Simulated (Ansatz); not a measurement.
# Ge₄H₁₀: vertical ionisation energy

Aim: the vertical ionisation energy of Ge₄H₁₀, as cation minus neutral at the neutral's geometry, on several levels, and how well −ε(HOMO) stands in for it.

Method: unrestricted cation, the program's frozen cores in correlated methods; program: Ansatz 0.2.0, Gaussian basis.

The runs, in order: UKS PBE-D4/def2-TZVPP; UKS r2SCAN-D4/def2-TZVPP; UKS PBE0-D4/def2-TZVPP; UKS B3LYP-D4/def2-TZVPP; UKS wB97X-V/def2-TZVPP; UKS wB97M-V/def2-TZVPP; UKS B2PLYP/def2-TZVPP; UHF-CCSD(T)/def2-TZVPP; UHF-MP2/def2-QZVPP; extrapolation to the limit; then −ε(HOMO) from the neutral's earlier runs with LDA (SPW92), PBE-D4, revPBE-D4, BLYP-D4, r2SCAN-D4, B97M-V, PBE0-D4, B3LYP-D4, r2SCANh-D4, r2SCAN0-D4, HSE06-D4, BHLYP-D4, CAM-B3LYP-D4, LC-ωPBE, ωB97X-V, ωB97M-V.

### 1 The geometry

The geometry comes from an earlier relaxation with PBE0-D4 in a triple-zeta def2 set; it is a stationary point, not always the lowest conformer.

SMILES `[GeH3][GeH2][GeH2][GeH3]`, 14 atoms, charge 0, spin multiplicity 1.

Atoms are counted from 1 here; the program's logs count them from 0.

Bond lengths: Ge1–Ge2 2.423 Å, Ge1–H5 1.538 Å, Ge1–H6 1.538 Å, Ge1–H7 1.537 Å, Ge2–Ge3 2.425 Å, Ge2–H8 1.540 Å, Ge2–H9 1.540 Å, Ge3–Ge4 2.423 Å, Ge3–H10 1.540 Å, Ge3–H11 1.540 Å, Ge4–H12 1.538 Å, Ge4–H13 1.538 Å, Ge4–H14 1.537 Å. Angles: Ge2–Ge1–H5 109.6°, Ge2–Ge1–H6 110.0°, Ge2–Ge1–H7 111.3°, H5–Ge1–H6 108.4°, H5–Ge1–H7 108.7°, H6–Ge1–H7 108.8°, Ge1–Ge2–Ge3 109.8°, Ge1–Ge2–H8 110.1°, Ge1–Ge2–H9 109.2°, Ge3–Ge2–H8 110.5°, Ge3–Ge2–H9 109.2°, H8–Ge2–H9 108.0°, Ge2–Ge3–Ge4 109.8°, Ge2–Ge3–H10 110.5°, Ge2–Ge3–H11 109.2°, Ge4–Ge3–H10 110.2°, Ge4–Ge3–H11 109.2°, H10–Ge3–H11 108.0° and more.

Geometry (Å):

```xyz
14
Ge4H10
Ge   -1.61088    1.75749   -0.38469
Ge   -0.67264    0.51426    1.47137
Ge    1.40467   -0.53529    0.78925
Ge    1.07025   -1.74191   -1.28517
H    -1.95454    0.79163   -1.53097
H    -0.58720    2.78158   -0.90215
H    -2.88898    2.50328    0.03230
H    -0.43569    1.45036    2.67120
H    -1.67005   -0.57552    1.90739
H     1.91031   -1.49279    1.88448
H     2.47454    0.55219    0.57639
H    -0.07101   -2.75955   -1.12279
H     0.68646   -0.75444   -2.39985
H     2.34473   -2.49129   -1.70677
```

### 2 Cation, UKS PBE-D4/def2-TZVPP

in.yaml

```yaml
crystal:
  periodic: [false, false, false]
  atoms:
    - {symbol: Ge, position_ang: [-1.610878, 1.757493, -0.384689]}
    - {symbol: Ge, position_ang: [-0.672638, 0.514263, 1.471374]}
    - {symbol: Ge, position_ang: [1.404672, -0.535290, 0.789246]}
    - {symbol: Ge, position_ang: [1.070247, -1.741914, -1.285171]}
    - {symbol: H, position_ang: [-1.954536, 0.791629, -1.530967]}
    - {symbol: H, position_ang: [-0.587204, 2.781581, -0.902146]}
    - {symbol: H, position_ang: [-2.888980, 2.503281, 0.032304]}
    - {symbol: H, position_ang: [-0.435688, 1.450365, 2.671200]}
    - {symbol: H, position_ang: [-1.670050, -0.575516, 1.907394]}
    - {symbol: H, position_ang: [1.910313, -1.492793, 1.884480]}
    - {symbol: H, position_ang: [2.474545, 0.552195, 0.576395]}
    - {symbol: H, position_ang: [-0.071014, -2.759548, -1.122791]}
    - {symbol: H, position_ang: [0.686459, -0.754444, -2.399846]}
    - {symbol: H, position_ang: [2.344732, -2.491291, -1.706772]}
basis:
  gaussian: {orbitals: def2-TZVPP}
total_charge: 1
magnetization: {spin_polarized: true, initial_magnetization: 1}
hamiltonian: {xc: pbe, dispersion: d4}
```

The runs that follow: Cation, UKS r2SCAN-D4/def2-TZVPP; Cation, UKS PBE0-D4/def2-TZVPP; Cation, UKS B3LYP-D4/def2-TZVPP; Cation, UKS wB97X-V/def2-TZVPP; Cation, UKS wB97M-V/def2-TZVPP; Cation, UKS B2PLYP (frozen core)/def2-TZVPP; Cation, UHF-CCSD(T)/def2-TZVPP; Cation, UHF-MP2/def2-QZVPP.

Before running them: what should the planned runs give, taken together? Wanted: ionisation energy, CCSD(T)/CBS; nearest functional by difference; nearest −ε(HOMO); −ε(HOMO) of PBE; T1 of the cation.

The runs gave:

```
                        quantity               value
  ionisation energy, CCSD(T)/CBS             9.60 eV
nearest functional by difference  ωB97X-V (-0.08 eV)
                nearest −ε(HOMO)  ωB97M-V (+0.03 eV)
                 −ε(HOMO) of PBE             6.71 eV
                T1 of the cation               0.015
```

In words: By cation minus neutral, the functionals miss by 0.47 eV at most. The PBE orbital energy is 2.9 eV too small: a semilocal HOMO is no ionisation energy. Among orbital estimates ωB97M-V comes nearest. Hartree-Fock falls 0.78 eV short, as the neutral has more correlation energy than the cation. Correlated methods include outer-core shells of Ge, which these sets cover unevenly. With outer-core shells in play the reference is unsure by up to some tenths of an eV, so close misses can't be ranked.
